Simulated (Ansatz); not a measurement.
# GaP: the cost of one run

Method: DFT LDA, all-electron LAPW, scalar-relativistic unless said, in Ansatz 0.2.0.

## 1. The structure to begin with

The structure is cubic, space group F-43m (No. 216). The conventional cell has a = 5.451 Å, b = 5.451 Å, c = 5.451 Å, α = 90.00°, β = 90.00°, γ = 90.00°. Ga (site symmetry -43m) is surrounded by 4 P at 2.36 Å. P (site symmetry -43m) has 4 Ga at 2.36 Å as nearest neighbours.

Coordinates:

```cif
data_structure
_symmetry_space_group_name_H-M 'P 1'
_symmetry_Int_Tables_number 1
_cell_length_a 3.8541
_cell_length_b 3.8541
_cell_length_c 3.8541
_cell_angle_alpha 60.000
_cell_angle_beta 60.000
_cell_angle_gamma 60.000
_cell_volume 40.48
loop_
_atom_site_label
_atom_site_type_symbol
_atom_site_fract_x
_atom_site_fract_y
_atom_site_fract_z
_atom_site_occupancy
Ga1 Ga 0.00000 0.00000 0.00000 1
P1 P 0.75000 0.75000 0.75000 1
```

Cartesian axes are those of the input's lattice vectors. The structure goes back to a database entry.

## 2. Ansatz LAPW in place of Elk, fine mesh, LAPW

Input file input.yaml:

```yaml
crystal:
  lattice:
    - [0.0, 2.72525, 2.72525]
    - [2.72525, 0.0, 2.72525]
    - [2.72525, 2.72525, 0.0]
  atoms:
    - { symbol: Ga, position: [0.0, 0.0, 0.0] }
    - { symbol: P, position: [0.75, 0.75, 0.75] }
kpoints:
  mp_grid: { grid: [8, 8, 8] }
scf:
  occupations: { method: fixed }
hamiltonian:
  xc: lda
  pseudopotentials: { kind: all_electron, lapw: { basis_error: 0.001 } }
output:
  forces: true
  stress: true
  eigenvalues: true
  eigenstates:
    nscf_kmesh: { grid: [16, 16, 16] }
    de_dk: true
    e_range: [-9, 11.49246]
  optics:
    e_range: [0, 30]
    de: 0.2
    sigma: 0.15
    bands: { spectra_wanted_up_to: 30 }
    nscf_kmesh: { grid: [16, 16, 16] }
checkpoint:
  write: ck
  write_wavefunctions: false
```

Run with:

```sh
$ ansatz run input.yaml --threads 1 --pin off --max-ram 3072MiB --backend cpu --events-out ev --progress --plain --runs-dir out
```

What time and memory should one allow on 1 thread of Arm Neoverse V2, shared host?

About 1.8 min, with a peak of 0.42 GiB.
